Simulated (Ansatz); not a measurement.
# CH4SeSi: the cost of one run

The runs use Ansatz 0.2.0, Gaussian basis; single points in def2-TZVPP.

Levels: PBE-D4, r2SCAN-D4, PBE0-D4, B3LYP-D4, wB97M-V, Hartree-Fock, MP2, CCSD, CCSD(T). The scan takes 129.5, 142.8, 156.2, 169.5, -177.2, -163.8, -150.5, -137.2, -123.8°.

Correlated methods freeze the cores. Filled d shells of the heavier atoms are correlated. B3LYP uses VWN-RPA correlation.

171 further runs of the same task are left out: 171 set aside as unsound or not needed.

## 1. Where the work starts

SMILES `C[SiH]=[Se]`, 7 atoms, charge 0, spin multiplicity 1.

Atoms are counted from 1 here; the program's logs count them from 0.

Bond lengths: C1–Si2 1.895 Å, C1–H4 1.088 Å, C1–H5 1.088 Å, C1–H6 1.088 Å, Si2–Se3 2.104 Å, Si2–H7 1.460 Å. Angles: Si2–C1–H4 113.3°, Si2–C1–H5 110.2°, Si2–C1–H6 110.2°, H4–C1–H5 108.0°, H4–C1–H6 108.0°, H5–C1–H6 106.9°, C1–Si2–Se3 125.7°, C1–Si2–H7 108.4°, Se3–Si2–H7 126.0°.

Coordinates:

```mol
CH4SeSi
  3D, bonds by distance, orders not assigned

  7  6  0  0  0  0  0  0  0  0999 V2000
   -0.7080    0.4600   -0.2682 C   0  0
    0.8684   -0.4261    0.2967 Si  0  0
    1.0124   -2.4579    0.8224 Se  0  0
   -0.5573    1.5180   -0.4726 H   0  0
   -1.4814    0.3708    0.4912 H   0  0
   -1.0969   -0.0048   -1.1712 H   0  0
    1.9627    0.5401    0.3017 H   0  0
  1  2  8  0
  1  4  8  0
  1  5  8  0
  1  6  8  0
  2  3  8  0
  2  7  8  0
M  END
```

## 2. Relaxation at PBE0-D4

File relax/in.yaml:

```yaml
crystal:
  periodic: [false, false, false]
  atoms:
    - {symbol: C, position_ang: [-0.707980, 0.460010, -0.268180]}
    - {symbol: Si, position_ang: [0.868430, -0.426130, 0.296730]}
    - {symbol: Se, position_ang: [1.012420, -2.457950, 0.822380]}
    - {symbol: H, position_ang: [-0.557320, 1.517960, -0.472630]}
    - {symbol: H, position_ang: [-1.481390, 0.370840, 0.491160]}
    - {symbol: H, position_ang: [-1.096900, -0.004840, -1.171210]}
    - {symbol: H, position_ang: [1.962730, 0.540100, 0.301740]}
basis:
  gaussian: {orbitals: def2-TZVP}
hamiltonian: {xc: pbe0, dispersion: d4}
relax: {f_tol: 0.005, max_steps: 200}
```

On the command line:

```sh
$ ansatz run in.yaml --threads 2 --pin off --events-out ev --progress --plain --max-ram 4352MiB
```

Q: Estimate wall time and peak memory on 2 threads of Arm Neoverse V2, shared host.

About 46 s, with a peak of 0.32 GiB.
